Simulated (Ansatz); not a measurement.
## C3H9MgN, SMILES [CH3][Mg][N](C)C: a comparison of dispersion corrections

Computed with Ansatz's Python interface.

`run_disp.py`
```python
import warnings

import ansatz as az

GEOMETRY = '''
C    -2.02600    2.02750    1.09890
Mg   -0.42180    0.88480    0.35120
N     1.13980   -0.25120   -0.36850
C     0.86470   -0.71920   -1.68540
C     1.32550   -1.38570    0.54690
H    -1.72470    3.11830    1.30280
H    -2.44670    1.61590    2.01900
H    -2.83490    2.12430    0.31160
H    -0.17380   -1.25690   -1.59610
H     0.67200    0.14350   -2.33320
H     1.57050   -1.38950   -2.07980
H     0.38640   -1.92930    0.67590
H     1.55140   -0.96400    1.55050
H     2.10480   -2.04760    0.23500
'''


def main() -> None:
    warnings.simplefilter('ignore', az.DeckWarning)

    mol = az.Crystal.molecule()
    for line in GEOMETRY.strip().splitlines():
        symbol, *xyz = line.split()
        mol = mol.atom(symbol, [float(v) for v in xyz])

    base = mol.calculation().basis(gaussian='def2-SVP')
    for name in ['r2scan', 'revpbe']:
        for correction in ('d3bj', 'd4'):
            rep = base.functional(name, dispersion=correction).run().report
            print(f'{name:8s} {correction:5s} total {rep["free_energy_ev"]:.5f} eV, of which dispersion {1000 * rep["dispersion"]["energy"]["ev"]:.2f} meV')


if __name__ == '__main__':
    main()
```

```console
$ python run_disp.py
r2scan   d3bj  total -10182.14634 eV, of which dispersion -73.09 meV
r2scan   d4    total -10182.13234 eV, of which dispersion -59.09 meV
revpbe   d3bj  total -10183.87411 eV, of which dispersion -657.01 meV
revpbe   d4    total -10183.99066 eV, of which dispersion -773.55 meV
```

Reading the output:
- Total energies depend on the basis set; only differences at equal settings carry meaning.
- The geometry is a force-field or estimated start, not a minimum of this method, and the basis set is short of its limit. D4 holds the three-body term, and d3bj doesn't.
- A dispersion term here runs with damping parameters fitted for another variant or functional.
- The script silences the warnings on its input, which a real study should read.
- The whole script took 20 s on 1 thread of Arm Neoverse V2 (shared host), peak memory 0.23 GiB.
